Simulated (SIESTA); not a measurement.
DyAgB4F16 under changes of volume

One of the cells (15.946 Å³/atom); the others are scaled copies at fixed shape and fractional positions:

```xyz
22
Lattice="4.4363 -4.2365 -0.0194 4.4363 4.2365 -0.0194 -2.3212 0.0000 9.3429" Properties=species:S:1:pos:R:3 pbc="T T T"
Dy    3.2757   -2.7141    4.6521
Ag    4.4363    2.7503   -0.0194
B     4.7283    0.2430    6.2738
B     1.8231    0.2430    3.0303
B     0.5626   -0.2283    7.3404
B     5.9888   -0.2283    1.9637
F     4.3552   -1.0957    5.7187
F     3.6646    1.0816    6.2054
F     5.2991    0.0555    7.5129
F     5.7820    0.7015    5.3231
F     1.2523    0.0555    1.7912
F     0.7694    0.7015    3.9810
F     2.1962   -1.0957    3.5854
F     2.8868    1.0816    3.0987
F     1.1407    0.9286    7.8616
F     1.4525   -0.9863    6.5772
F    -0.5349    0.2667    6.3775
F    -0.0950   -0.9847    8.3110
F     7.0863    0.2667    2.9267
F     6.6464   -0.9847    0.9932
F     5.4107    0.9286    1.4425
F     5.0989   -0.9863    2.7269
```

The cell was built by a generator and needn't be a form met in nature.

```yaml
Program: SIESTA 5.4.2
Functional: PBE
Potentials_or_basis: PseudoDojo 0.4 standard with PseudoDojo 3+ lanthanides (4f in the core) (PBE files)
Basis: DZP (energy shift 0.003 Ry; two zetas on semicore shells)
Grid_cutoff: 800 Ry
Energy_shift: 0.003 Ry
k_mesh: 5 × 5 × 3
Occupations: fermi-dirac, width 0.05 eV
Spin: collinear spin, ferromagnetic start
Starting_moments: "[5.0, 0.0, 0.0, 0.0, 0.0, 0.0, 0.0, 0.0, 0.0, 0.0, 0.0, 0.0, 0.0, 0.0, 0.0, 0.0, 0.0, 0.0, 0.0, 0.0, 0.0, 0.0] μB"
```

```tsv
volume (Å³/atom)	energy over the lowest point (meV/atom)	pressure (GPa)	gap on the mesh (eV)	largest force (eV/Å)
14.695	19.56	6.5	4.48	2.139
15.008	?	?	?	?
15.321	2.41	2.4	4.45	1.117
15.946	0.00	-1.0	4.42	0.224
16.259	3.44	-2.5	4.41	0.239
16.571	9.54	-3.7	4.39	0.558
```

**Question.** What does the run at 15.008 Å³/atom give?

**Answer.** Energy over the lowest point 8.96 meV/atom; pressure 4.4 GPa; gap on the mesh 4.46 eV; largest force 1.608 eV/Å.

Worked out: A Birch-Murnaghan fit of order 3 (a polynomial in V^(-2/3)) to the other rows has its minimum at 15.74 Å³/atom with B0 = V·E''(V) = 82 GPa and B' = 4.2 at fixed shape and positions, which overstates the stiffness. It gives 8.94 meV/atom at 15.008 Å³/atom, against the run's 8.96, and -dE/dV = 4.4 GPa, against 4.4. A straight line through the other rows of the gap, of slope -0.731 eV per unit of ln V (its deformation potential), gives 4.46 eV, against the run's 4.46.

Energies are extrapolated to zero smearing.

Caveats: the magnetic or orbital state may not be the lowest; short orbitals over semicore shells can move pressures by several GPa; spin-orbit coupling is left out, which moves the levels of the heavy elements; an odd mesh through Γ misses points on the zone boundary, where band edges often lie; the 4f electrons are frozen in the core as for a trivalent ion, so they carry no moment and show no levels; the basis of atomic orbitals isn't converged, which shifts pressures, moduli and gaps; forces of over 1 eV/Å show positions far from the minimum, so gaps and moduli don't describe the material at rest (some runs).
